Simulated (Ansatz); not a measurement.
# C4H9B: one species, many methods

An exercise on one series of results from a longer session: the logs are not shown, and one member is left open.

Method: functionals in def2-TZVPP, the program's frozen cores in correlated methods; program: Ansatz 0.2.0, Gaussian basis.

Levels to be run: PBE-D4, r2SCAN-D4, PBE0-D4, B3LYP-D4, ωB97X-V, ωB97M-V, B2PLYP; CCSD(T)/def2-TZVPP; MP2/def2-QZVPP; extrapolation to the limit.

### The geometry

An earlier PBE0-D4 in a triple-zeta def2 set relaxation fixed the geometry.

SMILES `BC(=C)CC`, 14 atoms, charge 0, spin multiplicity 1.

Atoms are counted from 1 here; the program's logs count them from 0.

Bond lengths: B1–C2 1.540 Å, B1–H6 1.199 Å, B1–H7 1.197 Å, C2–C3 1.342 Å, C2–C4 1.505 Å, C3–H8 1.089 Å, C3–H9 1.085 Å, C4–C5 1.524 Å, C4–H10 1.096 Å, C4–H11 1.095 Å, C5–H12 1.093 Å, C5–H13 1.092 Å, C5–H14 1.093 Å. Angles: C2–B1–H6 121.5°, C2–B1–H7 119.4°, H6–B1–H7 119.1°, B1–C2–C3 117.5°, B1–C2–C4 121.3°, C3–C2–C4 121.2°, C2–C3–H8 122.3°, C2–C3–H9 121.0°, H8–C3–H9 116.7°, C2–C4–C5 112.0°, C2–C4–H10 109.0°, C2–C4–H11 110.3°, C5–C4–H10 108.9°, C5–C4–H11 109.8°, H10–C4–H11 106.8°, C4–C5–H12 110.9°, C4–C5–H13 111.2°, C4–C5–H14 110.9° and more.

Coordinates:

```
B    -0.7267    1.3766    0.9500
C    -0.1597   -0.0344    0.7046
C    -0.6408   -1.0352    1.4581
C     0.9073   -0.2805   -0.3271
C     0.3897   -0.0706   -1.7450
H    -0.2898    2.3355    0.3783
H    -1.6117    1.5250    1.7426
H    -0.2703   -2.0559    1.3766
H    -1.4225   -0.8578    2.1893
H     1.7410    0.4079   -0.1491
H     1.3076   -1.2947   -0.2242
H    -0.4145   -0.7742   -1.9741
H     1.1846   -0.2113   -2.4809
H    -0.0072    0.9403   -1.8703
```

Set-up of the first run:

in.yaml reads:

```yaml
crystal:
  periodic: [false, false, false]
  atoms:
    - {symbol: B, position_ang: [-0.726686, 1.376563, 0.949958]}
    - {symbol: C, position_ang: [-0.159743, -0.034413, 0.704559]}
    - {symbol: C, position_ang: [-0.640810, -1.035163, 1.458136]}
    - {symbol: C, position_ang: [0.907332, -0.280452, -0.327147]}
    - {symbol: C, position_ang: [0.389679, -0.070617, -1.744980]}
    - {symbol: H, position_ang: [-0.289783, 2.335522, 0.378283]}
    - {symbol: H, position_ang: [-1.611734, 1.524957, 1.742550]}
    - {symbol: H, position_ang: [-0.270289, -2.055912, 1.376633]}
    - {symbol: H, position_ang: [-1.422471, -0.857828, 2.189322]}
    - {symbol: H, position_ang: [1.741008, 0.407896, -0.149098]}
    - {symbol: H, position_ang: [1.307601, -1.294659, -0.224178]}
    - {symbol: H, position_ang: [-0.414477, -0.774209, -1.974055]}
    - {symbol: H, position_ang: [1.184612, -0.211314, -2.480880]}
    - {symbol: H, position_ang: [-0.007236, 0.940325, -1.870301]}
basis:
  gaussian: {orbitals: def2-TZVPP}
hamiltonian: {xc: pbe, dispersion: d4}
output: {forces: true, orbitals: {seedname: orbitals}}
```

On the command line:

```console
> ansatz run in.yaml --threads 4 --pin off --events-out ev --progress --plain --max-ram 10444MiB
```

Steps of the session up to this table: PBE-D4 (GGA); r2SCAN-D4 (meta-GGA); PBE0-D4 (hybrid); B3LYP-D4 (hybrid); ωB97X-V (range-separated); ωB97M-V (range-separated); B2PLYP (double hybrid); CCSD(T) in def2-TZVPP; MP2 in def2-QZVPP.

One of the session's tables, all rows but one given; the rest of the session is left out.

| method | atomisation energy (eV) |
| --- | --- |
| PBE-D4 | 58.764 |
| r2SCAN-D4 | ? |
| PBE0-D4 | 58.127 |
| B3LYP-D4 | 57.886 |
| ωB97X-V | 57.691 |
| ωB97M-V | 57.848 |
| B2PLYP | 57.279 |
| HF/def2-TZVPP | 44.287 |
| MP2/def2-TZVPP | 57.032 |
| CCSD/def2-TZVPP | 55.705 |
| CCSD(T)/def2-TZVPP | 56.396 |
| MP2/CBS | 58.179 |
| CCSD(T)/CBS | 57.542 |

Estimate the missing values for r2SCAN-D4.

**Answer.** atomisation energy (eV): 57.892. In the column «atomisation energy (eV)» it lies between B3LYP-D4 (57.886) and PBE0-D4 (58.127).
